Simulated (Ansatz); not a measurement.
# InH3: one structure at several levels

One table from this session's results is given with a row withheld; the runs are named, their logs left out.

The runs use Ansatz 0.2.0, Gaussian basis; single points in def2-TZVPP.

Cores are frozen in the correlated methods. Filled d shells of the heavier atoms are correlated. Core potentials replace the inner electrons past krypton, and spin-orbit coupling is left out.

## Starting geometry

4 atoms, charge 0, spin multiplicity 1.

Atoms are counted from 1 here; the program's logs count them from 0.

Bond lengths: In1–H2 1.743 Å, In1–H3 1.780 Å, In1–H4 1.678 Å. Angles: H2–In1–H3 120.3°, H2–In1–H4 117.3°, H3–In1–H4 122.4°.

As a file:

```xyz
4

In    0.0246   -0.0387    0.0331
H     0.4366    1.5017    0.7368
H    -1.1349   -0.1286   -1.3140
H     0.7571   -1.4016    0.6829
```

Set-up of the first run:

Input file run/in.yaml:

```yaml
crystal:
  periodic: [false, false, false]
  atoms:
    - {symbol: In, position_ang: [0.024600, -0.038700, 0.033100]}
    - {symbol: H, position_ang: [0.436600, 1.501700, 0.736800]}
    - {symbol: H, position_ang: [-1.134900, -0.128600, -1.314000]}
    - {symbol: H, position_ang: [0.757100, -1.401600, 0.682900]}
basis:
  gaussian: {orbitals: def2-TZVPP}
correlation: {method: ccsd_t}
output: {forces: true}
```

No record of the launch command was kept for these runs.

Steps of the session up to this table: CCSD(T)/def2-TZVPP; PBE0-D4/def2-TZVPP; wB97M-V/def2-TZVPP; r2SCAN-D4/def2-TZVPP; PBE-D4/def2-TZVPP; HSE06-D4/def2-TZVPP; wB97X-V/def2-TZVPP.

One table of the session follows, with a row left open; its other results are not shown here.

| method | RMS force component (eV/Å) | angle to CCSD(T) forces (°) |
| --- | --- | --- |
| CCSD(T) | 0.392 | reference |
| PBE0-D4 | 0.387 | 5.4 |
| wB97M-V | 0.397 | 2.1 |
| r2SCAN-D4 | 0.383 | 2.3 |
| PBE-D4 | 0.379 | 15.7 |
| HSE06-D4 | ? | ? |
| wB97X-V | 0.398 | 0.4 |

**Question.** Estimate the row for HSE06-D4.

As computed: RMS force component (eV/Å): 0.386; angle to CCSD(T) forces (°): 5.7. In the column «RMS force component (eV/Å)» it lies between r2SCAN-D4 (0.383) and PBE0-D4 (0.387).
